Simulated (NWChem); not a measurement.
# H5Sn− ([SnH5]-) at revPBE0/6-31G(d)/SBKJC-VDZ (density fitting with ahlrichs coulomb fitting, core potential, Cartesian functions, then freq 1, trust 0.2)

Aim: a geometry optimisation of H5Sn− ([SnH5]-). 

The results are computed with NWChem 7.3.0.

### Step 1. The structure to begin with

H5Sn− has 6 atoms, charge -1, and is taken as a singlet. SMILES: `[H][Sn-]([H])([H])([H])[H]`. Geometry: a GFN2-xTB relaxation, a rough one for these elements and not checked as a minimum. The run starts from this shape.

Bond lengths: Sn1–H2 1.885 Å, Sn1–H3 1.889 Å, Sn1–H4 1.782 Å, Sn1–H5 1.783 Å, Sn1–H6 1.782 Å. Angles: H2–Sn1–H3 179.8°, H2–Sn1–H4 90.0°, H2–Sn1–H5 89.9°, H2–Sn1–H6 90.0°, H3–Sn1–H4 90.0°, H3–Sn1–H5 89.9°, H3–Sn1–H6 90.2°, H4–Sn1–H5 120.0°, H4–Sn1–H6 120.0°, H5–Sn1–H6 119.9°.

### Step 2. A geometry optimisation at revPBE0/6-31G(d)/SBKJC-VDZ (density fitting with ahlrichs coulomb fitting, core potential, Cartesian functions, then freq 1, trust 0.2)

h5sn.nw

```
start h5sn
title "H5Sn"
memory 2200 mb
charge -1

geometry
   Sn    0.000450   -0.001410    0.000420
   H    -0.020070   -0.006290    1.885790
   H     0.020250    0.010720   -1.888030
   H     1.782780    0.010780    0.018860
   H    -0.902470    1.535970   -0.003420
   H    -0.880950   -1.549760   -0.013620
end

basis "ao basis"
   Sn library "sbkjc vdz ecp"
   H library 6-31G*
end

ecp
   Sn library "sbkjc ecp"
end

basis "cd basis" spherical
   Sn library "ahlrichs coulomb fitting"
   H library "ahlrichs coulomb fitting"
end

dft
   xc revpbe 0.75 cpbe96 1.0 hfexch 0.25
   grid medium
   convergence energy 1e-06
   iterations 200
   mulliken
   print low
end

driver
   tight
   maxiter 50
   trust 0.2
end

freq
   temp 2 298.15 200
end

task dft optimize
task dft frequencies
```

Command:

```bash
$ nwchem h5sn.nw > h5sn.out
```

What values should one expect? Wanted: total energy at the end; lowest harmonic wavenumber; highest harmonic wavenumber; zero-point energy.

Computed results:

At revPBE0/6-31G*/SBKJC-VDZ (density fitting with ahlrichs coulomb fitting, core potential, Cartesian functions, then freq 1, trust 0.2):

```
                   quantity        value
    total energy at the end  -6.32941 Eh
 lowest harmonic wavenumber     400 cm⁻¹
highest harmonic wavenumber    1647 cm⁻¹
          zero-point energy  74.3 kJ/mol
```

What this shows: At the final geometry: Bond lengths: Sn1–H2 1.879 Å, Sn1–H3 1.879 Å, Sn1–H4 1.793 Å, Sn1–H5 1.793 Å, Sn1–H6 1.793 Å. Angles: H2–Sn1–H3 180.0°, H2–Sn1–H4 90.0°, H2–Sn1–H5 90.0°, H2–Sn1–H6 90.0°, H3–Sn1–H4 90.0°, H3–Sn1–H5 90.0°, H3–Sn1–H6 90.0°, H4–Sn1–H5 120.0°, H4–Sn1–H6 120.0°, H5–Sn1–H6 120.0°. The program took a symmetry number of 1 where this shape has 6, so the entropy in its output is too high by R ln(6/1) = 3.56 cal/(mol K). All 12 modes are real, so the shape is a minimum at this level. The optimisation took 8 steps and changed the energy by -0.001 eV.
